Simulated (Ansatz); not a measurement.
# SnB26N27 (Qingsongite): the cost of one run

Method: DFT, PBE, plane-wave PAW, default files, scalar-relativistic, as far as a step names no other, in Ansatz 0.2.0.

**1. The structure to begin with**

The structure is monoclinic, space group Cm (No. 8). Conventional cell: a = 13.282 Å, b = 7.669 Å, c = 7.669 Å, α = 90.00°, β = 125.26°, γ = 90.00°. Sn (site symmetry m) is surrounded by 4 N at 1.47 to 1.66 Å. B (site symmetry m) is surrounded by 4 N at 1.57 Å. B (site symmetry 1) has 4 N at 1.57 Å as nearest neighbours. Only part of the 36 independent sites is listed.

As a file:

```
CELL_PARAMETERS angstrom
0.00000 5.42250 5.42250
5.42250 0.00000 5.42250
5.42250 5.42250 0.00000
ATOMIC_POSITIONS crystal
Sn 0.00000 0.00000 0.01565
B 0.00000 0.00000 0.33333
B 0.00000 0.00000 0.66667
B 0.00000 0.33333 0.00000
B 0.00000 0.33333 0.33333
B 0.00000 0.33333 0.66667
B 0.00000 0.66667 0.00000
B 0.00000 0.66667 0.33333
B 0.00000 0.66667 0.66667
B 0.33333 0.00000 0.00000
B 0.33333 0.00000 0.33333
B 0.33333 0.00000 0.66667
B 0.33333 0.33333 0.00000
B 0.33333 0.33333 0.33333
B 0.33333 0.33333 0.66667
B 0.33333 0.66667 0.00000
B 0.33333 0.66667 0.33333
B 0.33333 0.66667 0.66667
B 0.66667 0.00000 0.00000
B 0.66667 0.00000 0.33333
B 0.66667 0.00000 0.66667
B 0.66667 0.33333 0.00000
B 0.66667 0.33333 0.33333
B 0.66667 0.33333 0.66667
B 0.66667 0.66667 0.00000
B 0.66667 0.66667 0.33333
B 0.66667 0.66667 0.66667
N 0.08333 0.08333 0.08333
N 0.08333 0.08333 0.41667
N 0.08333 0.08333 0.75000
N 0.08333 0.41667 0.08333
N 0.08333 0.41667 0.41667
N 0.08333 0.41667 0.75000
N 0.08333 0.75000 0.08333
N 0.08333 0.75000 0.41667
N 0.08333 0.75000 0.75000
N 0.41667 0.08333 0.08333
N 0.41667 0.08333 0.41667
N 0.41667 0.08333 0.75000
N 0.41667 0.41667 0.08333
N 0.41667 0.41667 0.41667
N 0.41667 0.41667 0.75000
N 0.41667 0.75000 0.08333
N 0.41667 0.75000 0.41667
N 0.41667 0.75000 0.75000
N 0.75000 0.08333 0.08333
N 0.75000 0.08333 0.41667
N 0.75000 0.08333 0.75000
N 0.75000 0.41667 0.08333
N 0.75000 0.41667 0.41667
N 0.75000 0.41667 0.75000
N 0.75000 0.75000 0.08333
N 0.75000 0.75000 0.41667
N 0.75000 0.75000 0.75000
```

Atom 1 of the input is the impurity.

**2. Relaxing the atoms in the given cell**

input.yaml reads:

```yaml
crystal:
  lattice:
    - [0.0, 5.4225, 5.4225]
    - [5.4225, 0.0, 5.4225]
    - [5.4225, 5.4225, 0.0]
  atoms:
    - { symbol: Sn, position: [0.0, 0.0, 0.0156482828], spin: 1.0 }
    - { symbol: B, position: [0.0, 0.0, 0.3333333333] }
    - { symbol: B, position: [0.0, 0.0, 0.6666666667] }
    - { symbol: B, position: [0.0, 0.3333333333, 0.0] }
    - { symbol: B, position: [0.0, 0.3333333333, 0.3333333333] }
    - { symbol: B, position: [0.0, 0.3333333333, 0.6666666667] }
    - { symbol: B, position: [0.0, 0.6666666667, 0.0] }
    - { symbol: B, position: [0.0, 0.6666666667, 0.3333333333] }
    - { symbol: B, position: [0.0, 0.6666666667, 0.6666666667] }
    - { symbol: B, position: [0.3333333333, 0.0, 0.0] }
    - { symbol: B, position: [0.3333333333, 0.0, 0.3333333333] }
    - { symbol: B, position: [0.3333333333, 0.0, 0.6666666667] }
    - { symbol: B, position: [0.3333333333, 0.3333333333, 0.0] }
    - { symbol: B, position: [0.3333333333, 0.3333333333, 0.3333333333] }
    - { symbol: B, position: [0.3333333333, 0.3333333333, 0.6666666667] }
    - { symbol: B, position: [0.3333333333, 0.6666666667, 0.0] }
    - { symbol: B, position: [0.3333333333, 0.6666666667, 0.3333333333] }
    - { symbol: B, position: [0.3333333333, 0.6666666667, 0.6666666667] }
    - { symbol: B, position: [0.6666666667, 0.0, 0.0] }
    - { symbol: B, position: [0.6666666667, 0.0, 0.3333333333] }
    - { symbol: B, position: [0.6666666667, 0.0, 0.6666666667] }
    - { symbol: B, position: [0.6666666667, 0.3333333333, 0.0] }
    - { symbol: B, position: [0.6666666667, 0.3333333333, 0.3333333333] }
    - { symbol: B, position: [0.6666666667, 0.3333333333, 0.6666666667] }
    - { symbol: B, position: [0.6666666667, 0.6666666667, 0.0] }
    - { symbol: B, position: [0.6666666667, 0.6666666667, 0.3333333333] }
    - { symbol: B, position: [0.6666666667, 0.6666666667, 0.6666666667] }
    - { symbol: "N", position: [0.0833333333, 0.0833333333, 0.0833333333] }
    - { symbol: "N", position: [0.0833333333, 0.0833333333, 0.4166666667] }
    - { symbol: "N", position: [0.0833333333, 0.0833333333, 0.75] }
    - { symbol: "N", position: [0.0833333333, 0.4166666667, 0.0833333333] }
    - { symbol: "N", position: [0.0833333333, 0.4166666667, 0.4166666667] }
    - { symbol: "N", position: [0.0833333333, 0.4166666667, 0.75] }
    - { symbol: "N", position: [0.0833333333, 0.75, 0.0833333333] }
    - { symbol: "N", position: [0.0833333333, 0.75, 0.4166666667] }
    - { symbol: "N", position: [0.0833333333, 0.75, 0.75] }
    - { symbol: "N", position: [0.4166666667, 0.0833333333, 0.0833333333] }
    - { symbol: "N", position: [0.4166666667, 0.0833333333, 0.4166666667] }
    - { symbol: "N", position: [0.4166666667, 0.0833333333, 0.75] }
    - { symbol: "N", position: [0.4166666667, 0.4166666667, 0.0833333333] }
    - { symbol: "N", position: [0.4166666667, 0.4166666667, 0.4166666667] }
    - { symbol: "N", position: [0.4166666667, 0.4166666667, 0.75] }
    - { symbol: "N", position: [0.4166666667, 0.75, 0.0833333333] }
    - { symbol: "N", position: [0.4166666667, 0.75, 0.4166666667] }
    - { symbol: "N", position: [0.4166666667, 0.75, 0.75] }
    - { symbol: "N", position: [0.75, 0.0833333333, 0.0833333333] }
    - { symbol: "N", position: [0.75, 0.0833333333, 0.4166666667] }
    - { symbol: "N", position: [0.75, 0.0833333333, 0.75] }
    - { symbol: "N", position: [0.75, 0.4166666667, 0.0833333333] }
    - { symbol: "N", position: [0.75, 0.4166666667, 0.4166666667] }
    - { symbol: "N", position: [0.75, 0.4166666667, 0.75] }
    - { symbol: "N", position: [0.75, 0.75, 0.0833333333] }
    - { symbol: "N", position: [0.75, 0.75, 0.4166666667] }
    - { symbol: "N", position: [0.75, 0.75, 0.75] }
magnetization:
  spin_polarized: true
kpoints:
  mp_grid: { grid: [3, 3, 3] }
scf:
  occupations: { method: fermi_dirac, width: 0.01 }
hamiltonian:
  xc: pbe
  pseudopotentials: { kind: paw }
output:
  forces: true
  stress: true
  populations: true
  efg:
    quadrupole_moments_barn: { Sn: -0.132, B: 0.04059, "N": 0.02044 }
    contact_densities: true
relax:
  f_tol: 0.03
  max_steps: 40
```

The run is started by

```sh
$ ansatz run input.yaml --threads 4 --pin off --max-ram 8192MiB --backend cpu --events-out ev --progress --plain --runs-dir out
```

Q: Estimate wall time and peak memory on 4 threads of Intel Xeon Platinum 8375C at 2.90GHz (Ice Lake), shared host.

About 1.8 min, with a peak of 2.2 GiB.
